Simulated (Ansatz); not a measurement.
**CH₄AlNO: a ladder of functionals and wavefunction methods**

An exercise on one series of results from a longer session: the logs are not shown, and one member is left open.

Method: functionals in def2-TZVPP, the program's frozen cores in correlated methods; program: Ansatz 0.2.0, Gaussian basis.

Plan: LDA (SPW92), PBE-D4, revPBE-D4, BLYP-D4, r2SCAN-D4, B97M-V, PBE0-D4, B3LYP-D4, r2SCANh-D4, r2SCAN0-D4, HSE06-D4, BHLYP-D4, CAM-B3LYP-D4, LC-ωPBE, ωB97X-V, ωB97M-V, B2PLYP, PBE-QIDH; CCSD(T)/def2-SVP; CCSD(T)/def2-TZVPP; MP2/def2-QZVPP; extrapolation to the limit; RPA on PBE.

## The relaxed structure

All runs share one geometry, relaxed beforehand with PBE0-D4 in a triple-zeta def2 set.

SMILES `N=[CH][AlH][OH]`, 8 atoms, charge 0, spin multiplicity 1.

Atoms are counted from 1 here; the program's logs count them from 0.

Bond lengths: N1–C2 1.275 Å, N1–H5 1.024 Å, C2–Al3 1.974 Å, C2–H6 1.099 Å, Al3–O4 1.695 Å, Al3–H7 1.584 Å, O4–H8 0.955 Å. Angles: C2–N1–H5 111.0°, N1–C2–Al3 121.7°, N1–C2–H6 114.6°, Al3–C2–H6 123.7°, C2–Al3–O4 109.8°, C2–Al3–H7 128.2°, O4–Al3–H7 122.0°, Al3–O4–H8 125.4°.

The first run:

in.yaml

```yaml
crystal:
  periodic: [false, false, false]
  atoms:
    - {symbol: N, position_ang: [-1.246490, 1.457523, 0.273193]}
    - {symbol: C, position_ang: [0.012610, 1.299125, 0.145440]}
    - {symbol: Al, position_ang: [0.809709, -0.484812, -0.132332]}
    - {symbol: O, position_ang: [-0.411028, -1.660792, -0.162199]}
    - {symbol: H, position_ang: [-1.736978, 0.560976, 0.211357]}
    - {symbol: H, position_ang: [0.599070, 2.226541, 0.202732]}
    - {symbol: H, position_ang: [2.338473, -0.857922, -0.310210]}
    - {symbol: H, position_ang: [-0.273168, -2.597736, -0.283881]}
basis:
  gaussian: {orbitals: def2-TZVPP}
hamiltonian: {xc: lda}
output: {orbitals: {seedname: orbitals}}
```

The run is started by

```bash
$ ansatz run in.yaml --threads 2 --pin off --events-out ev --progress --plain --max-ram 4352MiB
```

Among the steps run: LDA; PBE-D4 (GGA); revPBE-D4 (GGA); BLYP-D4 (GGA); r2SCAN-D4 (meta-GGA); B97M-V (meta-GGA); B3LYP-D4 (hybrid); r2SCANh-D4 (hybrid); r2SCAN0-D4 (hybrid); HSE06-D4 (hybrid); BHLYP-D4 (hybrid); CAM-B3LYP-D4 (range-separated); LC-ωPBE (range-separated); ωB97X-V (range-separated); ωB97M-V (range-separated); B2PLYP (double hybrid); PBE-QIDH (double hybrid).

One table of the session follows, with a row left open; its other results are not shown here.

| functional | HOMO (eV) | LUMO (eV) | gap (eV) |
| --- | --- | --- | --- |
| LDA (SPW92) | -5.45 | -2.83 | 2.62 |
| PBE-D4 | ? | ? | ? |
| revPBE-D4 | -5.32 | -2.49 | 2.83 |
| BLYP-D4 | -5.28 | -2.46 | 2.82 |
| r2SCAN-D4 | -5.60 | -2.39 | 3.22 |
| B97M-V | -5.76 | -2.41 | 3.35 |
| PBE0-D4 | -6.73 | -1.68 | 5.05 |
| B3LYP-D4 | -6.53 | -1.91 | 4.62 |
| r2SCANh-D4 | -6.12 | -2.05 | 4.07 |
| r2SCAN0-D4 | -6.89 | -1.56 | 5.33 |
| HSE06-D4 | -6.33 | -2.06 | 4.27 |
| BHLYP-D4 | -8.06 | -0.79 | 7.27 |
| CAM-B3LYP-D4 | -8.13 | -0.66 | 7.48 |
| LC-ωPBE | -9.45 | 0.48 | 9.93 |
| ωB97X-V | -9.13 | 0.38 | 9.50 |
| ωB97M-V | -9.01 | 0.18 | 9.19 |

**Question.** Estimate the row for PBE-D4.

**Answer.** HOMO (eV): -5.37; LUMO (eV): -2.59; gap (eV): 2.78. In the column «HOMO (eV)» it lies between LDA (SPW92) (-5.45) and revPBE-D4 (-5.32).
